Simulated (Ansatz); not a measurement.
# C₂H₈AlNO: a ladder of functionals and wavefunction methods

How much do the methods differ for C₂H₈AlNO? The plan is to run it at one geometry with functionals of several rungs and with coupled cluster. The yardstick is the atomisation energy at the CCSD(T) limit.

Method: functionals in def2-TZVPP, the program's frozen cores in correlated methods; program: Ansatz 0.2.0, Gaussian basis.

Levels to be run: LDA (SPW92), PBE-D4, revPBE-D4, BLYP-D4, r2SCAN-D4, B97M-V, PBE0-D4, B3LYP-D4, r2SCANh-D4, r2SCAN0-D4, HSE06-D4, BHLYP-D4, CAM-B3LYP-D4, LC-ωPBE, ωB97X-V, ωB97M-V, B2PLYP, PBE-QIDH; CCSD(T)/def2-SVP; CCSD(T)/def2-TZVPP; MP2/def2-QZVPP; extrapolation to the limit; RPA on PBE.

## 1. The relaxed structure

An earlier PBE0-D4 in a triple-zeta def2 set relaxation fixed the geometry.

13 atoms, charge 0, spin multiplicity 1.

Atoms are counted from 1 here; the program's logs count them from 0.

Bond lengths: C1–C2 1.474 Å, C1–H6 1.094 Å, C1–H7 1.096 Å, C1–H8 1.094 Å, C2–N3 1.291 Å, C2–Al5 2.086 Å, N3–H9 1.017 Å, N3–H10 1.016 Å, O4–Al5 1.734 Å, O4–H11 0.955 Å, Al5–H12 1.634 Å, Al5–H13 1.604 Å. Angles: C2–C1–H6 107.9°, C2–C1–H7 115.1°, C2–C1–H8 108.4°, H6–C1–H7 110.0°, H6–C1–H8 105.2°, H7–C1–H8 109.8°, C1–C2–N3 117.8°, C1–C2–Al5 127.7°, N3–C2–Al5 114.6°, C2–N3–H9 117.8°, C2–N3–H10 123.9°, H9–N3–H10 118.3°, Al5–O4–H11 120.5°, C2–Al5–O4 105.2°, C2–Al5–H12 94.9°, C2–Al5–H13 103.6°, O4–Al5–H12 116.4°, O4–Al5–H13 115.4° and more.

## 2. LDA

This LDA is Slater exchange with PW92 correlation.

in.yaml

```yaml
crystal:
  periodic: [false, false, false]
  atoms:
    - {symbol: C, position_ang: [-1.702143, -0.190797, -0.148777]}
    - {symbol: C, position_ang: [-0.288761, -0.344657, 0.240918]}
    - {symbol: N, position_ang: [0.081047, -1.481859, 0.727658]}
    - {symbol: O, position_ang: [1.244529, 1.575746, -1.552397]}
    - {symbol: Al, position_ang: [1.231680, 1.077301, 0.108379]}
    - {symbol: H, position_ang: [-1.730750, 0.121895, -1.197177]}
    - {symbol: H, position_ang: [-2.323275, -1.082439, -0.007071]}
    - {symbol: H, position_ang: [-2.125501, 0.647955, 0.412073]}
    - {symbol: H, position_ang: [1.059893, -1.593241, 0.980660]}
    - {symbol: H, position_ang: [-0.545708, -2.268759, 0.870077]}
    - {symbol: H, position_ang: [1.910459, 1.246096, -2.151882]}
    - {symbol: H, position_ang: [2.420450, 0.055184, 0.570325]}
    - {symbol: H, position_ang: [0.788380, 2.202771, 1.161917]}
basis:
  gaussian: {orbitals: def2-TZVPP}
hamiltonian: {xc: lda}
output: {orbitals: {seedname: orbitals}}
```

Launch:

```sh
> ansatz run in.yaml --threads 4 --pin off --events-out ev --progress --plain --max-ram 10444MiB
```

Further steps of the session: PBE-D4 (GGA); revPBE-D4 (GGA); BLYP-D4 (GGA); r2SCAN-D4 (meta-GGA); B97M-V (meta-GGA); PBE0-D4 (hybrid); B3LYP-D4 (hybrid); r2SCANh-D4 (hybrid); r2SCAN0-D4 (hybrid); HSE06-D4 (hybrid); BHLYP-D4 (hybrid); CAM-B3LYP-D4 (range-separated); LC-ωPBE (range-separated); ωB97X-V (range-separated); ωB97M-V (range-separated); B2PLYP (double hybrid); PBE-QIDH (double hybrid); CCSD(T) in def2-SVP; CCSD(T) in def2-TZVPP; MP2 in def2-QZVPP; RPA on PBE orbitals.

Q: Predict the results of all the runs planned. Wanted: atomisation energy, CCSD(T)/CBS; farthest beyond LDA; mean size of error, GGA; mean size of error, meta-GGA; mean size of error, hybrid; mean size of error, range-separated; mean size of error, double hybrid; gap, smallest and largest; T1 diagnostic.

The runs gave:

| quantity | value |
| --- | --- |
| atomisation energy, CCSD(T)/CBS | 1112.9 kcal/mol |
| functionals within 5.6 kcal/mol (0.5 %) | BLYP-D4, r2SCAN-D4, B97M-V, PBE0-D4, B3LYP-D4, HSE06-D4, ωB97X-V, ωB97M-V |
| farthest beyond LDA | BHLYP-D4 (-32.0 kcal/mol) |
| mean size of error, GGA | 9.0 kcal/mol |
| mean size of error, meta-GGA | 3.2 kcal/mol |
| mean size of error, hybrid | 11.6 kcal/mol |
| mean size of error, range-separated | 4.3 kcal/mol |
| mean size of error, double hybrid | 13.8 kcal/mol |
| gap, smallest and largest | 2.72 eV (LDA (SPW92)), 10.45 eV (LC-ωPBE) |
| T1 diagnostic | 0.0137 |
| triples share of the correlation energy | 3.6 % |

In words: LDA overbinds by 154.1 kcal/mol (14 %). PBE-D4 is off by +16.1 kcal/mol. Double hybrids carry the basis error of their MP2 part in triple zeta, and no dispersion term here, so their miss is partly the set-up's. The rungs meta-GGA, range-separated miss on average by less than the doubt on the reference (5.6 kcal/mol), so they tie. The reference freezes the cores and leaves out relativity and excitations past (T), so misses under about 5.6 kcal/mol can't be ranked. Hartree-Fock recovers 72 % of the binding; the rest is correlation. CCSD(T) in def2-SVP is off by -63.6 kcal/mol, more than most functionals: a good method in a small basis is no reference. The gap grows from 2.7 to 10.4 eV across the functionals, mostly with the share of exact exchange.
